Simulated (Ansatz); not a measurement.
# CH7BSi2: a ladder of functionals and wavefunction methods

One table from this session's results is given with a row withheld; the runs are named, their logs left out.

The runs use Ansatz 0.2.0, Gaussian basis; functionals in def2-TZVPP, the program's frozen cores in correlated methods.

Plan: LDA (SPW92), PBE-D4, revPBE-D4, BLYP-D4, r2SCAN-D4, B97M-V, PBE0-D4, B3LYP-D4, r2SCANh-D4, r2SCAN0-D4, HSE06-D4, BHLYP-D4, CAM-B3LYP-D4, LC-ωPBE, ωB97X-V, ωB97M-V, B2PLYP, PBE-QIDH; CCSD(T)/def2-SVP; CCSD(T)/def2-TZVPP; MP2/def2-QZVPP; extrapolation to the limit; RPA on PBE.

## Structure used throughout

All runs share one geometry, relaxed beforehand with PBE0-D4 in a triple-zeta def2 set.

11 atoms, charge 0, spin multiplicity 1.

Atoms are counted from 1 here; the program's logs count them from 0.

Bond lengths: C1–Si2 1.868 Å, C1–H5 1.092 Å, C1–H6 1.095 Å, C1–H7 1.090 Å, Si2–B3 1.880 Å, Si2–Si4 2.685 Å, Si2–H8 1.492 Å, B3–Si4 1.871 Å, B3–H9 1.191 Å, Si4–H10 1.485 Å, Si4–H11 1.489 Å. Angles: Si2–C1–H5 111.5°, Si2–C1–H6 108.1°, Si2–C1–H7 112.0°, H5–C1–H6 107.5°, H5–C1–H7 109.3°, H6–C1–H7 108.3°, C1–Si2–B3 129.2°, C1–Si2–Si4 98.3°, C1–Si2–H8 108.7°, B3–Si2–Si4 44.2°, B3–Si2–H8 122.0°, Si4–Si2–H8 137.7°, Si2–B3–Si4 91.4°, Si2–B3–H9 123.3°, Si4–B3–H9 122.7°, Si2–Si4–B3 44.4°, Si2–Si4–H10 89.1°, Si2–Si4–H11 144.1° and more.

The first run:

Input file in.yaml:

```yaml
crystal:
  periodic: [false, false, false]
  atoms:
    - {symbol: C, position_ang: [-1.190501, 1.117000, -0.618815]}
    - {symbol: Si, position_ang: [-0.748783, -0.188767, 0.641530]}
    - {symbol: B, position_ang: [0.908180, -0.541069, 1.456575]}
    - {symbol: Si, position_ang: [1.742320, -0.719059, -0.208683]}
    - {symbol: H, position_ang: [-1.657647, 0.678509, -1.503179]}
    - {symbol: H, position_ang: [-1.919652, 1.795623, -0.164564]}
    - {symbol: H, position_ang: [-0.322431, 1.701063, -0.923176]}
    - {symbol: H, position_ang: [-1.981904, -0.952605, 0.992515]}
    - {symbol: H, position_ang: [1.050426, -1.333200, 2.335130]}
    - {symbol: H, position_ang: [1.517157, 0.192466, -1.359580]}
    - {symbol: H, position_ang: [2.668333, -1.806961, -0.627256]}
basis:
  gaussian: {orbitals: def2-TZVPP}
hamiltonian: {xc: lda}
output: {orbitals: {seedname: orbitals}}
```

Launch:

```sh
ansatz run in.yaml --threads 2 --pin off --events-out ev --progress --plain --max-ram 4352MiB
```

Among the steps run: LDA; PBE-D4 (GGA); revPBE-D4 (GGA); BLYP-D4 (GGA); r2SCAN-D4 (meta-GGA); B97M-V (meta-GGA); B3LYP-D4 (hybrid); r2SCANh-D4 (hybrid); r2SCAN0-D4 (hybrid); HSE06-D4 (hybrid); BHLYP-D4 (hybrid); CAM-B3LYP-D4 (range-separated); LC-ωPBE (range-separated); ωB97X-V (range-separated); ωB97M-V (range-separated); B2PLYP (double hybrid); PBE-QIDH (double hybrid).

One of the session's tables, all rows but one given; the rest of the session is left out.

It belongs to the step «Frontier levels by functional». 

| functional | HOMO (eV) | LUMO (eV) | gap (eV) |
| --- | --- | --- | --- |
| LDA (SPW92) | -5.70 | -2.46 | 3.24 |
| PBE-D4 | -5.57 | -2.26 | 3.31 |
| revPBE-D4 | -5.51 | -2.18 | 3.33 |
| BLYP-D4 | -5.36 | -2.09 | 3.26 |
| r2SCAN-D4 | -5.72 | -2.07 | 3.65 |
| B97M-V | -5.71 | -2.08 | 3.63 |
| PBE0-D4 | -6.37 | -1.48 | 4.89 |
| B3LYP-D4 | -6.16 | -1.63 | 4.52 |
| r2SCANh-D4 | -6.02 | -1.79 | 4.23 |
| r2SCAN0-D4 | -6.47 | -1.38 | 5.10 |
| HSE06-D4 | -5.99 | -1.84 | 4.14 |
| BHLYP-D4 | -6.96 | -0.57 | 6.39 |
| CAM-B3LYP-D4 | -7.41 | -0.46 | 6.95 |
| LC-ωPBE | -8.61 | 0.53 | 9.15 |
| ωB97X-V | ? | ? | ? |
| ωB97M-V | -8.23 | 0.26 | 8.49 |

Q: Estimate the row for ωB97X-V from the others.

**Answer.** HOMO (eV): -8.35; LUMO (eV): 0.48; gap (eV): 8.82. In the column «HOMO (eV)» it lies between LC-ωPBE (-8.61) and ωB97M-V (-8.23).
